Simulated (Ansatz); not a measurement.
# AlRu: the cost of one run

Computed with Ansatz 0.2.0 (DFT r2SCAN, scalar-relativistic, plane waves, PAW, unless a step's input says otherwise).

2 further runs of the same task are left out: 2 set aside as unsound or not needed.

**1. The system as given**

It takes space group Pm-3m (No. 221, cubic). Conventional cell: a = 2.983 Å, b = 2.983 Å, c = 2.983 Å, α = 90.00°, β = 90.00°, γ = 90.00°. Around Al (site symmetry m-3m) lie 8 Ru at 2.58 Å. Ru (site symmetry m-3m) is surrounded by 8 Al at 2.58 Å.

Structure file:

```cif
data_structure
_symmetry_space_group_name_H-M 'Pm-3m'
_symmetry_Int_Tables_number 221
_cell_length_a 2.9826
_cell_length_b 2.9826
_cell_length_c 2.9826
_cell_angle_alpha 90.000
_cell_angle_beta 90.000
_cell_angle_gamma 90.000
_cell_volume 26.53
loop_
_atom_site_label
_atom_site_type_symbol
_atom_site_symmetry_multiplicity
_atom_site_Wyckoff_symbol
_atom_site_fract_x
_atom_site_fract_y
_atom_site_fract_z
_atom_site_occupancy
Al1 Al 1 a 0.00000 0.00000 0.00000 1
Ru1 Ru 1 b 0.50000 0.50000 0.50000 1
```

This cell was relaxed beforehand with the same method: volume 13.27 Å³/atom, gap on the mesh none (metal).

**2. Bulk reference on the slab's mesh**

input.yaml reads:

```yaml
crystal:
  lattice:
    - [4.2180678883, 0.0, 0.0]
    - [-2.1090339442, 3.6529539462, 0.0]
    - [2.1090339442, 1.2176513154, 1.7220190045]
  atoms:
    - { symbol: Al, position: [0.0, 0.0, 0.0] }
    - { symbol: Ru, position: [0.0, 0.5, 0.5] }
basis:
  ecutwfc: 500
kpoints:
  mp_grid: { grid: [9, 9, 20] }
hamiltonian:
  xc: r2scan
scf:
  occupations: { method: gaussian, width: 0.1 }
output:
  forces: true
  stress: true
  eigenvalues: true
```

Launch:

```sh
ansatz run input.yaml --threads 2 --pin off --max-ram 5120MiB --backend cpu --events-out ev --progress --plain --runs-dir out
```

Q: Estimate wall time and peak memory on 2 threads of Intel Xeon Platinum 8488C (Sapphire Rapids), shared host.

About 6.3 s, with a peak of 0.58 GiB.
